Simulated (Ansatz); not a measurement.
# GaH4OSb: one species, many methods

An exercise on one series of results from a longer session: the logs are not shown, and one member is left open.

The runs use Ansatz 0.2.0, Gaussian basis; functionals in def2-TZVPP, the program's frozen cores in correlated methods.

Levels to be run: LDA (SPW92), PBE-D4, revPBE-D4, BLYP-D4, r2SCAN-D4, B97M-V, PBE0-D4, B3LYP-D4, r2SCANh-D4, r2SCAN0-D4, HSE06-D4, BHLYP-D4, CAM-B3LYP-D4, LC-ωPBE, ωB97X-V, ωB97M-V, B2PLYP, PBE-QIDH; CCSD(T)/def2-SVP; CCSD(T)/def2-TZVPP; MP2/def2-QZVPP; extrapolation to the limit; RPA on PBE.

## The relaxed structure

An earlier PBE0-D4 in a triple-zeta def2 set relaxation fixed the geometry. Sb takes the def2 core potential; no spin-orbit term is included.

SMILES `[GaH2][O][SbH2]`, 7 atoms, charge 0, spin multiplicity 1.

Atoms are counted from 1 here; the program's logs count them from 0.

Bond lengths: Ga1–O2 1.785 Å, Ga1–H4 1.565 Å, Ga1–H5 1.559 Å, O2–Sb3 1.955 Å, Sb3–H6 1.723 Å, Sb3–H7 1.725 Å. Angles: O2–Ga1–H4 116.7°, O2–Ga1–H5 114.3°, H4–Ga1–H5 129.0°, Ga1–O2–Sb3 130.9°, O2–Sb3–H6 96.6°, O2–Sb3–H7 97.2°, H6–Sb3–H7 89.5°.

As a file:

```xyz
7
charge 0, multiplicity 1
Ga   -1.14260    0.31839   -0.88416
O     0.54622    0.76748   -0.51839
Sb    1.87808   -0.08727    0.62888
H    -1.66793   -1.01319   -0.25129
H    -1.88598    1.32217   -1.81766
H     1.14355    0.33142    2.13042
H     1.12865   -1.63900    0.71220
```

Set-up of the first run:

The input, in.yaml:

```yaml
crystal:
  periodic: [false, false, false]
  atoms:
    - {symbol: Ga, position_ang: [-1.142604, 0.318390, -0.884159]}
    - {symbol: O, position_ang: [0.546224, 0.767475, -0.518390]}
    - {symbol: Sb, position_ang: [1.878076, -0.087267, 0.628878]}
    - {symbol: H, position_ang: [-1.667926, -1.013186, -0.251293]}
    - {symbol: H, position_ang: [-1.885983, 1.322167, -1.817659]}
    - {symbol: H, position_ang: [1.143554, 0.331420, 2.130419]}
    - {symbol: H, position_ang: [1.128647, -1.638999, 0.712204]}
basis:
  gaussian: {orbitals: def2-TZVPP}
hamiltonian: {xc: lda}
output: {orbitals: {seedname: orbitals}}
```

The run is started by

```sh
$ ansatz run in.yaml --threads 2 --pin off --events-out ev --progress --plain --max-ram 4352MiB
```

Among the steps run: LDA; PBE-D4 (GGA); revPBE-D4 (GGA); BLYP-D4 (GGA); r2SCAN-D4 (meta-GGA); B97M-V (meta-GGA); PBE0-D4 (hybrid); B3LYP-D4 (hybrid); r2SCANh-D4 (hybrid); r2SCAN0-D4 (hybrid); HSE06-D4 (hybrid); BHLYP-D4 (hybrid); CAM-B3LYP-D4 (range-separated); LC-ωPBE (range-separated); ωB97X-V (range-separated); ωB97M-V (range-separated); B2PLYP (double hybrid); PBE-QIDH (double hybrid).

One of the session's tables, all rows but one given; the rest of the session is left out.

It belongs to the step «Orbital energies across the functionals». 

| functional | HOMO (eV) | gap (eV) |
| --- | --- | --- |
| LDA (SPW92) | -6.30 | 3.99 |
| PBE-D4 | -6.16 | 4.11 |
| revPBE-D4 | -6.11 | 4.17 |
| BLYP-D4 | -6.06 | 4.06 |
| r2SCAN-D4 | -6.41 | 4.64 |
| B97M-V | ? | ? |
| PBE0-D4 | -7.22 | 5.97 |
| B3LYP-D4 | -7.07 | 5.54 |
| r2SCANh-D4 | -6.81 | 5.32 |
| r2SCAN0-D4 | -7.40 | 6.32 |
| HSE06-D4 | -6.83 | 5.21 |
| BHLYP-D4 | -8.19 | 7.67 |
| CAM-B3LYP-D4 | -8.51 | 8.14 |
| LC-ωPBE | -9.74 | 10.57 |
| ωB97X-V | -9.44 | 10.12 |
| ωB97M-V | -9.34 | 9.79 |

Estimate the missing values for B97M-V.

As computed: HOMO (eV): -6.42; gap (eV): 4.41. In the column «HOMO (eV)» it lies between r2SCANh-D4 (-6.81) and r2SCAN-D4 (-6.41).
